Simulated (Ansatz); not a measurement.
# GeNH4 (quartet): the correlation ladder at distance Ge1–H5 along a hydrogen transfer = 1.731 Å, cc-pVDZ

An exercise on one series of results from a longer session: the logs are not shown, and one member is left open.

Computed with Ansatz 0.2.0, Gaussian basis. Level: cc-pVDZ, core rule «outside noble gas», up to 15 orbitals frozen.

Plan: UHF; CCSD(T) on ROHF; CCSD(T) on UHF; BCCD(T) on ROHF; CISD; CCSDT(Q) on ROHF; CCSDT(Q) on UHF; CASSCF and MRCISD+Q, 5 electrons in 5 orbitals; CASSCF and NEVPT2, 5 electrons in 5 orbitals.

10 further runs of the same task are left out: 1 for a mislabelled method, 7 that didn't finish, 2 set aside as unsound or not needed.

### The system

The geometry derives from fragments relaxed apart (PBE0/def2-TZVP) and kept rigid, so it is no stationary point. A hydrogen atom is moved between rigid fragments. No spin-orbit coupling is included. The filled d shell of Ge may be among the frozen orbitals whatever the setting's name suggests; the logs give the count.

6 atoms, charge 0, spin multiplicity 4.

Atoms are counted from 1 here; the program's logs count them from 0.

Bond lengths: Ge1–H2 1.534 Å, Ge1–H3 1.534 Å, Ge1–H4 1.534 Å, Ge1–H5 1.731 Å. Angles: H2–Ge1–H3 109.5°, H2–Ge1–H4 109.5°, H2–Ge1–H5 109.5°, H3–Ge1–H4 109.5°, H3–Ge1–H5 109.5°, H4–Ge1–H5 109.5°.

Set-up of the first run:

Contents of in.yaml:

```yaml
crystal:
  periodic: [false, false, false]
  atoms:
    - {symbol: Ge, position_ang: [-0.506207, 0.000000, 0.000000]}
    - {symbol: H, position_ang: [-1.017657, 1.446599, 0.000000]}
    - {symbol: H, position_ang: [-1.017657, -0.723300, 1.252792]}
    - {symbol: H, position_ang: [-1.017657, -0.723299, -1.252792]}
    - {symbol: H, position_ang: [1.224793, 0.000000, 0.000000]}
    - {symbol: N, position_ang: [2.756793, 0.000000, 0.000000]}
basis:
  gaussian: {orbitals: cc-pVDZ}
magnetization: {spin_polarized: true, initial_magnetization: 3}
hamiltonian: {xc: hf}
output: {orbitals: {seedname: orbitals}}
```

Launch:

```console
ansatz run in.yaml --threads 1 --pin off --events-out ev --progress --plain --max-ram 2393MiB
```

Steps of the session up to this table: UHF; CCSD(T) on ROHF; CCSD(T) on UHF; BCCD(T) on ROHF; CISD; CCSDT(Q) on ROHF; CCSDT(Q) on UHF; CASSCF and MRCISD+Q, 5 electrons in 5 orbitals; CASSCF and NEVPT2, 5 electrons in 5 orbitals.

One table of the session follows, with a row left open; its other results are not shown here.

It belongs to the step «Misses and costs». 

| method | from UCCSDT(Q) (kJ/mol) |
| --- | --- |
| ROHF | +664.3 |
| UHF | +645.9 |
| RMP2 | +142.0 |
| UMP2 | +138.4 |
| CISD | +66.2 |
| RCCSD | +14.8 |
| UCCSD | +14.4 |
| RCCSD(T) | +3.3 |
| UCCSD(T) | +3.1 |
| BCCD(T) | +3.3 |
| RCCSDT | +0.7 |
| UCCSDT | +0.5 |
| RCCSDT(Q) | +0.2 |
| UCCSDT(Q) | 0 |
| CASSCF pair | ? |
| NEVPT2 pair | +131.4 |
| MRCISD pair | +56.1 |
| MRCISD+Q pair | +3.7 |

Estimate the missing values for CASSCF pair.

**Answer.** from UCCSDT(Q) (kJ/mol): +611.0. In the column «from UCCSDT(Q) (kJ/mol)» it lies between RMP2 (+142.0) and UHF (+645.9).

To keep in mind: Restricted and unrestricted rows rest on different reference determinants; where their highest levels disagree by more than a few hundredths of an eV, they describe different states and don't form one ladder.
